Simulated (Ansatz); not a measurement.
# Zn: the cost of one run

Program: Ansatz 0.2.0. Level of theory: DFT PBEsol, scalar-relativistic. These are calculated values, not measurements.

**1. The starting structure**

It takes space group P6_3/mmc (No. 194, hexagonal). The conventional cell has a = 2.665 Å, b = 2.665 Å, c = 4.947 Å, α = 90.00°, β = 90.00°, γ = 120.00°. Around Zn (site symmetry -6m2) lie 12 Zn at 2.66 to 2.91 Å.

As a file:

```
CELL_PARAMETERS angstrom
2.66480 0.00000 0.00000
-1.33240 2.30778 0.00000
0.00000 0.00000 4.94670
ATOMIC_POSITIONS crystal
Zn 0.33333 0.66667 0.25000
Zn 0.66667 0.33333 0.75000
```

Atoms are numbered in the order of the input: Zn1, Zn2.

**2. After the deformation**

Space group P6_3/mmc before, P-1 after.

**3. All-electron LAPW**

Contents of input.yaml:

```yaml
crystal:
  lattice:
    - [2.6647980532, 0.0399719708, 0.0399719708]
    - [-1.2977822844, 2.2877968246, 0.0146307568]
    - [0.0742005, 0.0742005, 4.9467]
  atoms:
    - { symbol: Zn, position: [0.3333333333, 0.6666666667, 0.25] }
    - { symbol: Zn, position: [0.6666666667, 0.3333333333, 0.75] }
kpoints:
  mp_grid: { grid: [18, 18, 8] }
  band_path:
    path:
      - [0.0, 0.0, 0.0]
      - [0.0, -0.5, 0.0]
      - [0.0, 0.0, 0.5]
      - [0.0, 0.0, 0.0]
      - [-0.5, 0.0, 0.0]
      - [-0.5, 0.5, -0.5]
      - [0.0, 0.0, 0.0]
      - [-0.5, 0.0, -0.5]
      - [-0.5, 0.5, 0.0]
    npoints: 5
scf:
  occupations: { method: fermi_dirac, width: 0.03 }
hamiltonian:
  xc: pbesol
  pseudopotentials: { kind: all_electron, lapw: { basis_error: 0.00025 } }
output:
  forces: true
  stress: true
  eigenvalues: true
```

Run with:

```console
$ ansatz run input.yaml --threads 1 --pin off --max-ram 3072MiB --backend cpu --events-out ev --progress --plain --runs-dir out
```

What time and memory should one allow on 1 thread of Arm Neoverse V2, shared host?

About 4.9 min, with a peak of 3 GiB.
